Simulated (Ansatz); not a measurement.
# SiNH4O2 (SMILES N[Si](O)O): USVWN5/cc-pVDZ

What is the vertical ionisation energy of SiNH4O2 at USVWN5/cc-pVDZ? 

The results are computed with Ansatz 0.2.0.

68 further runs of the same task are left out: 68 set aside as unsound or not needed.

## Step 1: Starting point

SiNH4O2 has 8 atoms, charge 0, and is taken as a doublet. SMILES: `N[Si](O)O`. The shape is that of a PBE0-D4/def2-TZVP optimisation. This is one conformer, not always the lowest.

Bond lengths: N1–Si2 1.700 Å, Si2–O3 1.651 Å, Si2–O4 1.651 Å, N1–H5 1.006 Å, N1–H6 1.006 Å, O3–H7 0.958 Å, O4–H8 0.958 Å. Angles: N1–Si2–O3 104.3°, N1–Si2–O4 104.3°, O3–Si2–O4 116.1°, Si2–N1–H5 120.9°, Si2–N1–H6 120.9°, Si2–O3–H7 115.7°, Si2–O4–H8 115.7°, H5–N1–H6 112.9°.

## Step 2: A single-point energy at USVWN5/cc-pVDZ

input.yaml reads:

```yaml
crystal:
  periodic: [false, false, false]
  atoms:
    - {symbol: N, position_ang: [-0.498000, 1.267000, 0.129300]}
    - {symbol: Si, position_ang: [0.096000, -0.243600, -0.376000]}
    - {symbol: O, position_ang: [1.641600, -0.288300, 0.202600]}
    - {symbol: O, position_ang: [-0.956500, -1.334700, 0.277900]}
    - {symbol: H, position_ang: [0.071200, 2.094000, 0.065100]}
    - {symbol: H, position_ang: [-1.483600, 1.467400, 0.110500]}
    - {symbol: H, position_ang: [2.250900, -0.848000, -0.280900]}
    - {symbol: H, position_ang: [-1.029400, -2.171000, -0.184200]}
basis:
  gaussian: {orbitals: cc-pVDZ}
output: {orbitals: {seedname: orbitals}}
magnetization: {spin_polarized: true, initial_magnetization: 1}
accuracy: high
hamiltonian: {xc: {name: SVWN5}}
```

Started as:

```console
$ ansatz run input.yaml --threads 1 --pin off --max-ram 3480MiB --events-out events.jsonl --progress --plain --runs-dir runs
```

Standard output:

```text
Warning: RAYON_NUM_THREADS=1 ignored (pool sized by the plan → 1); use --threads N
Functional definition: SVWN5
  name "SVWN5"
  exchange = slater_x
  correlation = vwn5_c
1811 factors; integrals over basis functions are off by at most 3.9e-9 eV
mean field evaluation 1: about -13439.0387 eV, gradient 6.7e1 eV
mean field evaluation 2: about -13382.8770 eV, gradient 1.3e2 eV
mean field evaluation 4: about -13454.6385 eV, gradient 1.1e1 eV
mean field evaluation 8: about -13455.1329 eV, gradient 5.3e-1 eV
mean field evaluation 16: about -13455.1344 eV, gradient 2.0e-5 eV
mean field -13455.13435544 eV, -494.4670673450 hartree, gradient 7.5e-8 eV, S^2 0.750903; 0 other end points of the search recorded, 0 dependent functions left out
reference -13455.13435856 eV, -494.4670674593 hartree; 21, 20 occupied and 59, 60 virtual orbitals, 1811 factors
Total energy: -13455.13435856 eV, -494.4670674593 hartree
```

Wall time 4.8 s (1 thread of Arm Neoverse V1, shared host); peak memory 0.23 GiB.

## Step 3: The singlet cation

run.yaml reads:

```yaml
crystal:
  periodic: [false, false, false]
  atoms:
    - {symbol: N, position_ang: [-0.498000, 1.267000, 0.129300]}
    - {symbol: Si, position_ang: [0.096000, -0.243600, -0.376000]}
    - {symbol: O, position_ang: [1.641600, -0.288300, 0.202600]}
    - {symbol: O, position_ang: [-0.956500, -1.334700, 0.277900]}
    - {symbol: H, position_ang: [0.071200, 2.094000, 0.065100]}
    - {symbol: H, position_ang: [-1.483600, 1.467400, 0.110500]}
    - {symbol: H, position_ang: [2.250900, -0.848000, -0.280900]}
    - {symbol: H, position_ang: [-1.029400, -2.171000, -0.184200]}
basis:
  gaussian: {orbitals: cc-pVDZ}
total_charge: 1
hamiltonian: {xc: {name: SVWN5}}
accuracy: high
output: {orbitals: {seedname: orbitals}}
```

Started as:

```console
$ ansatz run run.yaml --threads 1 --pin off --max-ram 3480MiB --events-out events.jsonl --progress --plain --runs-dir runs
```

Standard output:

```text
Warning: RAYON_NUM_THREADS=1 ignored (pool sized by the plan → 1); use --threads N
[... 4 set-up lines as earlier in the session ...]
1809 factors; integrals over basis functions are off by at most 3.9e-9 eV
mean field evaluation 1: about -13416.3615 eV, gradient 1.3e2 eV
mean field evaluation 2: about -13297.2758 eV, gradient 2.5e2 eV
mean field evaluation 4: about -13445.0208 eV, gradient 3.1e1 eV
mean field evaluation 8: about -13448.0795 eV, gradient 2.8e-1 eV
mean field evaluation 16: about -13448.0790 eV, gradient 1.2e-4 eV
mean field -13448.07898924 eV, -494.2077874191 hartree, gradient 6.6e-8 eV, S^2 0.000000; 0 other end points of the search recorded, 0 dependent functions left out
reference -13448.07899231 eV, -494.2077875322 hartree; 20, 20 occupied and 60, 60 virtual orbitals, 1809 factors
Total energy: -13448.07899231 eV, -494.2077875322 hartree
```

Wall time 3.6 s (1 thread of Arm Neoverse V1, shared host); peak memory 0.2 GiB.

## Step 4: Summary of results

At USVWN5/cc-pVDZ:

```
                                           quantity          value
                      doublet SiNH4O2: total energy  -494.46707 Eh
doublet SiNH4O2: HOMO energy (highest over α and β)       -3.61 eV
 doublet SiNH4O2: LUMO energy (lowest over α and β)       -2.49 eV
                              doublet SiNH4O2: ⟨S²⟩          0.751
                       singlet cation: total energy  -494.20779 Eh
                        singlet cation: HOMO energy      -13.01 eV
                        singlet cation: LUMO energy      -10.44 eV
                      singlet cation: HOMO–LUMO gap        2.56 eV
 vertical ionisation energy (to the singlet cation)       7.055 eV
```

In words: Removing an electron at fixed nuclei costs 7.06 eV (163 kcal/mol). Only the singlet of the ionised species was computed; a triplet could lie lower.
